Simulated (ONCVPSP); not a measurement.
# W: generating and testing an ONCV potential

Aim: build the potential from the settings below, then test how well it stands in for the atom: other configurations, scattering, ghost states and the plane-wave cutoff that it needs.

Method: ONCVPSP 4.0.1.1 (patched build), PBE, scalar-relativistic.

## Step 1: Starting point

The settings as typed:

| Property | Result |
| --- | --- |
| element | tungsten (W, Z = 74) |
| type | optimised norm-conserving Vanderbilt (ONCV) |
| frozen core | [Xe] 4f14 |
| valence charge | 6 |
| reference configuration | 5d4 6s1 6p1 |
| partial waves | 6s: rc 1.92 bohr, ncon 3, nbas 6, qcut 2.6 1/bohr, 1 projector; 6p: rc 2.66 bohr, ncon 4, nbas 7, qcut 2.1 1/bohr, 2 projectors, debl 1.7 Ha; 5d: rc 2.08 bohr, ncon 3, nbas 7, qcut 6 1/bohr, 2 projectors, debl 2.7 Ha |
| local potential | polynomial inside 1.56 bohr (lpopt 3, dvloc0 2 Ha) |
| core correction | polynomial model core, fcfact 0.55 |

The outer shells as boxes (Hund's rule for the drawing; the calculation is spin-unpolarised):

```
[Xe] core
4f [↑↓][↑↓][↑↓][↑↓][↑↓][↑↓][↑↓]
5d [↑ ][↑ ][↑ ][↑ ][  ]
6s [↑ ]
6p [↑ ][  ][  ]
```

The nodes and maxima of the atom's own shells, from an earlier all-electron run, set the scale for the radii.

All-electron outer shells of the reference configuration (PBE, scalar-relativistic, ld1.x):

```csv
shell,level (eV),outermost node (bohr),outermost maximum (bohr)
5p,-44.81,0.57,1.09
4f,-34.81,–,0.43
6s,-6.76,1.28,2.61
5d,-5.90,0.63,1.49
6p,-2.12,1.53,3.61
```

## Step 2: Generating the potential

The input, W.dat:

```
# ATOM AND REFERENCE CONFIGURATION
# atsym  z   nc   nv     iexc    psfile
  W 74.00   12    3        4      upf
#
#   n    l    f
    1    0    2.00
    2    0    2.00
    2    1    6.00
    3    0    2.00
    3    1    6.00
    3    2   10.00
    4    0    2.00
    4    1    6.00
    4    2   10.00
    4    3   14.00
    5    0    2.00
    5    1    6.00
    5    2    4.00
    6    0    1.00
    6    1    1.00
#
# PSEUDOPOTENTIAL AND OPTIMIZATION
# lmax
    2
#
#   l,   rc,      ep,       ncon, nbas, qcut
    0    1.92    0.00    3    6    2.60
    1    2.66    0.00    4    7    2.10
    2    2.08    0.00    3    7    6.00
#
# LOCAL POTENTIAL
# lloc, lpopt,  rc(5),   dvloc0
    4    3    1.56    2.00
#
# VANDERBILT-KLEINMAN-BYLANDER PROJECTORs
# l, nproj, debl
    0    1    1.60
    1    2    1.70
    2    2    2.70
#
# MODEL CORE CHARGE
# icmod, fcfact, rcfact
    1    0.55    0.00
#
# LOG DERIVATIVE ANALYSIS
# epsh1, epsh2, depsh
   -2.00    5.00    0.02
#
# OUTPUT GRID
# rlmax, drl
    6.00    0.01
#
# TEST CONFIGURATIONS
# ncnf
    4
# nvcnf
#   n    l    f
    3
    5    2    4.00
    6    0    2.00
    6    1    0.00
#
    3
    5    2    4.00
    6    0    1.00
    6    1    0.00
#
    3
    5    2    4.00
    6    0    0.00
    6    1    0.00
#
    3
    5    2    4.50
    6    0    1.50
    6    1    0.00
#
```

Command:

```sh
$ oncvpsp.x < W.dat > W.out
```

**Question.** What will these runs give? Wanted: cutoffs for 1 and 0.1 mHa per electron, occupied waves; bound ghosts; GHOST(+) flags; largest test error; largest phase difference near zero energy, channels read; rms error of d²Exc/dn², without and with the model core.

As calculated:

| quantity | value |
| --- | --- |
| cutoffs for 1 and 0.1 mHa per electron, occupied waves | 27 Ha and 33 Ha |
| bound ghosts | s at -24.24 eV |
| GHOST(+) flags | p at 50 eV |
| largest test error (AE − PS) | -27 meV, for 5d4 6s0 6p0 |
| largest phase difference near zero energy, channels read | 0.022 rad |
| rms error of d²Exc/dn², without and with the model core | 5.57 and 0.47 mHa |

What this shows: It has a bound ghost (s), a state that the atom doesn't have, and that rules the file out. By total energies transferability is fair: the largest error is 27 meV on 20.1 eV, for 5d4 6s0 6p0. The potential is of middling hardness: the looser tolerance needs 27 Ha. At the looser tolerance the 6s wave is the slowest; 5d needs 13 Ha. Near zero energy the phases of the channels with partial waves agree within 0.022 rad. The pseudo curves have a pole with no partner nearby in the atom's: s at -0.86 Ha. The program also flags highly localised states, GHOST(+) (p). All of this concerns the isolated atom, not yet a solid.
